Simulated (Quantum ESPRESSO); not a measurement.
**Ge3Pd under changes of volume**

One of the cells (17.766 Å³/atom); the others are scaled copies at fixed shape and fractional positions:

```
Pd Ge
1.0
     4.14202    0.00000    0.00000
     0.00000    4.14202    0.00000
     0.00000    0.00000    4.14202
Pd Ge
1 3
Direct
  0.00000 0.00000 0.00000
  0.50000 0.50000 0.00000
  0.50000 0.00000 0.50000
  0.00000 0.50000 0.50000
```

The cell comes from a database or a generator and needn't be the stable form of this composition.

```yaml
Program: Quantum ESPRESSO 7.5
Functional: PBEsol
Potentials_or_basis: GBRV 1.5 PBEsol
Cutoff: 612 eV
Density_cutoff: 4898 eV
k_mesh: 7 × 7 × 7
Occupations: fermi-dirac, width 0.05 eV
Spin: no spin polarisation
```

```csv
volume (Å³/atom),energy over the lowest point (meV/atom),pressure (GPa)
16.700,0.00,0.8
17.055,0.22,-1.3
17.410,4.99,-3.3
17.766,?,?
18.121,25.88,-6.4
18.476,41.16,-7.7
18.831,59.14,-8.8
```

Task: What does the run at 17.766 Å³/atom give?

Result: Energy over the lowest point 13.69 meV/atom; pressure -4.9 GPa.

Worked out: A Birch-Murnaghan fit of order 3 (a polynomial in V^(-2/3)) to the other rows has its minimum at 16.86 Å³/atom with B0 = V·E''(V) = 103 GPa and B' = 5.0. It gives 13.69 meV/atom at 17.766 Å³/atom, against the run's 13.69, and -dE/dV = -4.7 GPa, against -4.9.

Energies are extrapolated to zero smearing.
